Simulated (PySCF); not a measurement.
# C3H8BOP: the cost of one run

The runs use PySCF 2.14.0, with density-fitted response routines of our own; the level of theory stands in each step. All values are computed, except where a source is named. Atoms are numbered from 0 throughout.

## Step 1: The molecule as given

14 atoms, charge 0, multiplicity 1; geometry from: PBE0-D3(BJ)/def2-SVP.

Bonds of the start (Å): C0–C1 1.35, C1–B2 1.55, B2–P3 1.88, C1–O4 1.36, O4–C5 1.40, C0–H6 1.09, C0–H7 1.09, B2–H8 1.21, P3–H9 1.42, P3–H10 1.42, C5–H11 1.10, C5–H12 1.11, C5–H13 1.11.

## Step 2: NMR shieldings: HF/pcSseg-1

What the job is given:

```
{"job": {"kind": "nmr", "xc": "HF", "basis": "pcSseg-1", "pop": false}, "charge": 0, "multiplicity": 1}
C      0.670988    -1.208975    -1.076890
C     -0.019684    -0.270224    -0.388977
B     -1.565239    -0.183132    -0.516226
P     -2.539268     1.135962     0.398227
O      0.535019     0.618914     0.470310
C      1.921456     0.595225     0.650383
H      0.124588    -1.865536    -1.754112
H      1.750696    -1.358548    -0.999560
H     -2.130744    -0.886085    -1.318200
H     -1.909364     1.161288     1.669058
H     -3.734431     0.445243     0.732340
H      2.168050     1.397791     1.357154
H      2.458373     0.772891    -0.299293
H      2.261981    -0.370020     1.067864
```

Method: GIAO HF/pcSseg-1 NMR shielding, non-relativistic, gas phase.

On the command line:

```sh
$ OMP_NUM_THREADS=1 python probes_run.py task.json out
```

This one command runs all jobs of the session in turn.

Q: Estimate the wall time and peak memory of this first job on 1 thread of Intel Xeon 6975P-C, shared host.

About 4.4 s, with a peak of 0.76 GiB.
